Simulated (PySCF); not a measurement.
# GaH at other levels of theory

What do other methods print for GaH?

Method: method and basis as typed in the scripts; program: PySCF 2.14.0.

**1. Starting geometry**

GaH: 2 atoms, charge 0, spin multiplicity 1.

Bond lengths: Ga1–H2 1.525 Å.

**2. Base script**

The input, input.py:

```python
from pyscf import gto, dft

mol = gto.M(
    atom='Ga 0 0 0; H 0 0 1.525',
    basis='cc-pvtz',
    charge=0,
    spin=0,
    verbose=3,
)
mf = dft.UKS(mol, xc='hcth407')
mf.kernel()
mf.analyze()
print('orbital energies (hartree):', [e[max(0, n-3):n+3].round(4) for e, n in zip(mf.mo_energy, mol.nelec)])
```

Started as:

```bash
OMP_NUM_THREADS=1 python input.py
```

**3. Pbe**

Run 1 changes functional: hcth407 → pbe.

Changes to input.py since step 2:

```diff
@@ -9,3 +9,3 @@
 )
-mf = dft.UKS(mol, xc='hcth407')
+mf = dft.UKS(mol, xc='pbe')
 mf.kernel()
```

**4. Revpbe**

Run 2 changes functional: hcth407 → revpbe.

Changes to input.py since step 2:

```diff
@@ -9,3 +9,3 @@
 )
-mf = dft.UKS(mol, xc='hcth407')
+mf = dft.UKS(mol, xc='revpbe')
 mf.kernel()
```

**5. O3lyp**

Run 3 changes functional: hcth407 → o3lyp.

Changes to input.py since step 2:

```diff
@@ -9,3 +9,3 @@
 )
-mf = dft.UKS(mol, xc='hcth407')
+mf = dft.UKS(mol, xc='o3lyp')
 mf.kernel()
```

**6. Pbe0**

Run 4 changes functional: hcth407 → pbe0.

Changes to input.py since step 2:

```diff
@@ -9,3 +9,3 @@
 )
-mf = dft.UKS(mol, xc='hcth407')
+mf = dft.UKS(mol, xc='pbe0')
 mf.kernel()
```

Q: Predict the outcome of this session. Wanted: for each run, E(SCF); from base; gap; SCF dipole.

The runs gave:

```
   run  E(SCF) (hartree)  from base (eV)  gap (eV)  SCF dipole (D)
  base      -1926.481779               0      2.48            0.29
   pbe      -1925.149566  not comparable      2.43            0.26
revpbe      -1925.307473  not comparable      2.47            0.28
 o3lyp      -1925.850454  not comparable      3.26            0.33
  pbe0      -1925.189444  not comparable      4.16            0.34
```

In words: The gap between the frontier levels is 2.4 eV with pbe (0 % exact exchange) and 4.2 eV with pbe0 (25 %): exact exchange opens it. Total energies of different functionals can't be compared with each other; differences within one functional can.
